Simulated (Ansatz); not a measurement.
This script drives the Python package of Ansatz (0.2.0).

`formation.py`:
```python
"""Formation energy of Mo3Ir from the elements, after relaxing atoms and volume at fixed cell shape."""

from collections import Counter
import warnings

import ansatz as az
import numpy as np

PHASES = {
    "Mo3Ir": (
        [(5.00278, 0.0, 0.0), (0.0, 5.00278, 0.0), (0.0, 0.0, 5.00278)],
        [
            ("Mo", (0.5, 0.25, 0.0)),
            ("Mo", (0.5, 0.75, 0.0)),
            ("Mo", (0.25, 0.0, 0.5)),
            ("Mo", (0.75, 0.0, 0.5)),
            ("Mo", (0.0, 0.5, 0.25)),
            ("Mo", (0.0, 0.5, 0.75)),
            ("Ir", (0.5, 0.5, 0.5)),
            ("Ir", (0.0, 0.0, 0.0)),
        ],
    ),
    "Mo": (
        [(-1.57342, 1.57342, 1.57342), (1.57342, -1.57342, 1.57342), (1.57342, 1.57342, -1.57342)],
        [
            ("Mo", (0.0, 0.0, 0.0)),
        ],
    ),
    "Ir": (
        [(0.0, 1.9156, 1.9156), (1.9156, 0.0, 1.9156), (1.9156, 1.9156, 0.0)],
        [
            ("Ir", (0.0, 0.0, 0.0)),
        ],
    ),
}


def build(vectors, sites):
    crystal = az.Crystal(lattice=az.Lattice.of(vectors))
    for symbol, position in sites:
        crystal = crystal.atom(symbol, position)
    return crystal


def solve(name, crystal):
    calc = (
        crystal.calculation()
        .functional("pbesol")
        .basis(320, density_ratio=6)
        .accuracy("medium")
        .mixing("broyden", preconditioner="local_kerker")
        .scf(tolerance=1e-05)
        .kpoints(spacing=0.3)
        .occupations("fermi_dirac", width=0.05)
        .stress()
    )
    calc = calc.relax(force_tolerance=0.01, fix_cell=["shape"])
    return calc.run(threads=1)


def counts(outcome):
    return Counter(site.symbol for site in outcome.lattice.sites)

def formation_energy(outcome, mu):
    n = counts(outcome)
    return (outcome.report["energy_sigma0_ev"] - sum(k * mu[element] for element, k in n.items())) / sum(n.values())


def volume_per_atom(outcome):
    return abs(np.linalg.det(outcome.lattice.cell_ang)) / len(outcome.lattice.sites)


def main() -> None:
    warnings.simplefilter("ignore", az.DeckWarning)

    phases = {name: build(*cell) for name, cell in PHASES.items()}

    done = {}
    for name, crystal in phases.items():
        done[name] = solve(name, crystal)
        print(f"{name}: {done[name].report['energy_sigma0_ev']:.4f} eV, {len(done[name].lattice.sites)} atoms")

    # energy of one atom in its reference phase
    references = {"Mo": "Mo", "Ir": "Ir"}
    mu = {element: done[name].report["energy_sigma0_ev"] / len(done[name].lattice.sites) for element, name in references.items()}

    target = done["Mo3Ir"]
    heat = formation_energy(target, mu)
    n = counts(target)
    print("cell content:", dict(n), " volume", round(volume_per_atom(target), 3), "A^3/atom")
    print("formation energy", round(heat, 4), "eV/atom,", round(heat * sum(n.values()), 4), "eV per cell")
    print("bound against the elements" if heat < 0 else "unbound against the elements")


if __name__ == "__main__":
    main()
```

It is started by `python formation.py`. How long does it take on 1 thread of Arm Neoverse V1, on a shared host, and how much memory does it need?

It took about 27 s, with a peak of 0.47 GiB, for 3 runs of the engine.

```console
$ python formation.py
Mo3Ir: -52983.5119 eV, 8 atoms
Mo: -4897.4351 eV, 1 atoms
Ir: -11798.9796 eV, 1 atoms
cell content: {<Element.MO: 'Mo'>: 6, <Element.IR: 'Ir'>: 2}  volume 15.07 A^3/atom
formation energy -0.1178 eV/atom, -0.9424 eV per cell
bound against the elements
```

Reading the output:
- The settings weren't tested for convergence.
- The cutoff lies under the one recommended for these potentials.
- No spin polarisation was allowed.
- For the metals among these phases the mesh is modest: differences between phases can be off by up to 40 meV an atom.
- The program warned that this SCF threshold is loose for forces or stresses.
- Atoms and volume are relaxed with the cell's shape held, which in cells of lower than cubic symmetry can hide stresses and shift volumes.
- Spin-orbit coupling, which matters for elements this heavy, is left out.
- The cells come from databases of deposited and of computed structures, and not all need be stable phases.
- The compound is the structure given, not necessarily its lowest; energies are at zero temperature, with no correction for gases. A semilocal functional's error on such energies is often 0.05 to 0.1 eV an atom, and 0.1 to 0.3 eV against gases such as O2 or F2.
- The script silences the warnings on its input, which a real study should read.

(Lines on the test bed's own set-up are left out of the output.)
